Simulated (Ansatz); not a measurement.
**C3H7NSe: a ladder of functionals and wavefunction methods**

An exercise on one series of results from a longer session: the logs are not shown, and one member is left open.

Method: functionals in def2-TZVPP, the program's frozen cores in correlated methods; program: Ansatz 0.2.0, Gaussian basis.

Plan: LDA (SPW92), PBE-D4, revPBE-D4, BLYP-D4, r2SCAN-D4, B97M-V, PBE0-D4, B3LYP-D4, r2SCANh-D4, r2SCAN0-D4, HSE06-D4, BHLYP-D4, CAM-B3LYP-D4, LC-ωPBE, ωB97X-V, ωB97M-V, B2PLYP, PBE-QIDH; CCSD(T)/def2-SVP; CCSD(T)/def2-TZVPP; MP2/def2-QZVPP; extrapolation to the limit; RPA on PBE.

## Structure used throughout

The geometry comes from an earlier relaxation with PBE0-D4 in a triple-zeta def2 set; it is a stationary point, not always the lowest conformer.

SMILES `CC(=N)C[SeH]`, 12 atoms, charge 0, spin multiplicity 1.

Atoms are counted from 1 here; the program's logs count them from 0.

Bond lengths: C1–C2 1.499 Å, C1–H6 1.093 Å, C1–H7 1.090 Å, C1–H8 1.094 Å, C2–N3 1.268 Å, C2–C4 1.498 Å, N3–H9 1.020 Å, C4–Se5 1.965 Å, C4–H10 1.090 Å, C4–H11 1.088 Å, Se5–H12 1.469 Å. Angles: C2–C1–H6 110.3°, C2–C1–H7 111.3°, C2–C1–H8 110.5°, H6–C1–H7 108.8°, H6–C1–H8 107.2°, H7–C1–H8 108.8°, C1–C2–N3 125.8°, C1–C2–C4 116.9°, N3–C2–C4 117.3°, C2–N3–H9 110.8°, C2–C4–Se5 112.9°, C2–C4–H10 112.2°, C2–C4–H11 109.3°, Se5–C4–H10 107.2°, Se5–C4–H11 105.6°, H10–C4–H11 109.4°, C4–Se5–H12 95.8°.

Set-up of the first run:

The input, in.yaml:

```yaml
crystal:
  periodic: [false, false, false]
  atoms:
    - {symbol: C, position_ang: [-1.246696, 0.406364, 0.126982]}
    - {symbol: C, position_ang: [0.232708, 0.559306, 0.311281]}
    - {symbol: N, position_ang: [0.801412, 1.368803, 1.104132]}
    - {symbol: C, position_ang: [1.114141, -0.319216, -0.522045]}
    - {symbol: Se, position_ang: [1.028569, -2.209607, 0.005988]}
    - {symbol: H, position_ang: [-1.556552, -0.610809, 0.380363]}
    - {symbol: H, position_ang: [-1.798456, 1.107420, 0.753683]}
    - {symbol: H, position_ang: [-1.521639, 0.576564, -0.918516]}
    - {symbol: H, position_ang: [0.111165, 1.915280, 1.619633]}
    - {symbol: H, position_ang: [0.863090, -0.269451, -1.581737]}
    - {symbol: H, position_ang: [2.151883, -0.023610, -0.381678]}
    - {symbol: H, position_ang: [-0.102726, -2.556242, -0.864186]}
basis:
  gaussian: {orbitals: def2-TZVPP}
hamiltonian: {xc: lda}
output: {orbitals: {seedname: orbitals}}
```

The run is started by

```console
$ ansatz run in.yaml --threads 4 --pin off --events-out ev --progress --plain --max-ram 10444MiB
```

Steps of the session up to this table: LDA; PBE-D4 (GGA); revPBE-D4 (GGA); BLYP-D4 (GGA); r2SCAN-D4 (meta-GGA); B97M-V (meta-GGA); B3LYP-D4 (hybrid); r2SCANh-D4 (hybrid); r2SCAN0-D4 (hybrid); HSE06-D4 (hybrid); BHLYP-D4 (hybrid); CAM-B3LYP-D4 (range-separated); LC-ωPBE (range-separated); ωB97X-V (range-separated); ωB97M-V (range-separated); B2PLYP (double hybrid); PBE-QIDH (double hybrid).

One of the session's tables, all rows but one given; the rest of the session is left out.

It belongs to the step «Orbital energies across the functionals». 

| functional | HOMO (eV) | gap (eV) |
| --- | --- | --- |
| LDA (SPW92) | -5.68 | 3.87 |
| PBE-D4 | ? | ? |
| revPBE-D4 | -5.47 | 3.99 |
| BLYP-D4 | -5.38 | 3.94 |
| r2SCAN-D4 | -5.79 | 4.41 |
| B97M-V | -5.89 | 4.65 |
| PBE0-D4 | -6.71 | 6.16 |
| B3LYP-D4 | -6.48 | 5.69 |
| r2SCANh-D4 | -6.23 | 5.23 |
| r2SCAN0-D4 | -6.88 | 6.44 |
| HSE06-D4 | -6.31 | 5.38 |
| BHLYP-D4 | -7.75 | 8.28 |
| CAM-B3LYP-D4 | -8.03 | 8.62 |
| LC-ωPBE | -9.40 | 11.18 |
| ωB97X-V | -9.05 | 10.72 |
| ωB97M-V | -8.92 | 10.43 |

Q: Estimate the row for PBE-D4 from the others.

**Answer.** HOMO (eV): -5.53; gap (eV): 3.96. In the column «HOMO (eV)» it lies between LDA (SPW92) (-5.68) and revPBE-D4 (-5.47).
